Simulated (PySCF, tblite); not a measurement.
**CH6FO3Si3 radical: geometry, infrared bands and EPR parameters**

Wanted: the infrared bands and EPR parameters of CH6FO3Si3 radical (`F[Si@@]1(O[SiH3])O[CH][SiH2]O1`), by calculation.

Programs: tblite 0.8.0 and PySCF 2.14.0, with density-fitted response routines of our own. Each step states its level of theory. These are calculated values for one molecule in the gas phase, unless marked as measured. Atoms are numbered from 0 throughout.

## (1) The molecule as given

14 atoms, charge 0, multiplicity 2; geometry from: force field or distance geometry start.

Bonds of the start (Å): F0–Si1 1.68, Si1–O2 1.68, O2–Si3 1.74, Si1–O4 1.72, O4–C5 1.39, C5–Si6 1.87, Si6–O7 1.73, O7–Si1 1.74, Si3–H8 1.49, Si3–H9 1.47, Si3–H10 1.45, C5–H11 1.10, Si6–H12 1.46, Si6–H13 1.46.

## (2) Optimising the geometry with GFN2-xTB

The job: settings as JSON, then the geometry in Å.

```
{"job": {"kind": "relax", "xc": "GFN2-xTB", "basis": "xTB"}, "charge": 0, "multiplicity": 2}
F     -0.262400    -0.155800    -1.296900
Si    -0.138200     0.096900     0.355000
O     -1.595300     0.620000     1.014300
Si    -2.761200     0.540500    -0.276200
O      0.537500    -1.264200     1.151600
C      1.768100    -1.470700     0.537700
Si     2.450200     0.203200     0.049000
O      1.160700     1.230900     0.564900
H     -2.531600    -0.786200    -0.907300
H     -4.135000     0.656600     0.227200
H     -2.404500     1.554500    -1.251200
H      1.686100    -2.083200    -0.375400
H      2.523100     0.334200    -1.401800
H      3.701700     0.522900     0.728500
```

Run with:

```console
> OMP_NUM_THREADS=1 python probes_run.py task.json out
```

One launch serves the whole session: the jobs run in the order shown.

**Question.** This job is followed by: GFN2-xTB harmonic vibrations, gas phase; UKS B3LYP, pcH-1 on C F H O Si, non-relativistic, mean-field spin-orbit, GIAO. Predict these results of the whole session: strongest single infrared mode (GFN2-xTB); zero-point energy (GFN2-xTB); g(iso) (B3LYP); ⟨S²⟩; largest a(iso) (averaged by class); surface potential, 1st and 99th percentile.

The runs gave:

| quantity | value |
| --- | --- |
| strongest single infrared mode (GFN2-xTB) | 1143 cm⁻¹, 792 km/mol |
| zero-point energy (GFN2-xTB) | 45.3 kcal/mol |
| g(iso) (B3LYP) | 2.00344 |
| ⟨S²⟩ | 0.754 (exact 0.75) |
| largest a(iso) (averaged by class) | 13C on C5, 76.3 MHz |
| surface potential, 1st and 99th percentile | -1.02 V and 1.94 V |

**Reading.** Over 78 steps the energy fell by 2.289 eV; of the close pairs, Si1–O7 changed most, 1.737 to 1.602 Å. All 36 modes are real, so the xTB geometry is a minimum. The strongest single mode, at 1143 cm⁻¹, moves mainly O2. GFN2-xTB is a fitted tight-binding method: band positions and strengths are rough. Its intensities can rank the bands wrongly. C5 carries the largest spin population, 0.87 e. The isotropic g lies 1.1 ppt above the free-electron value.
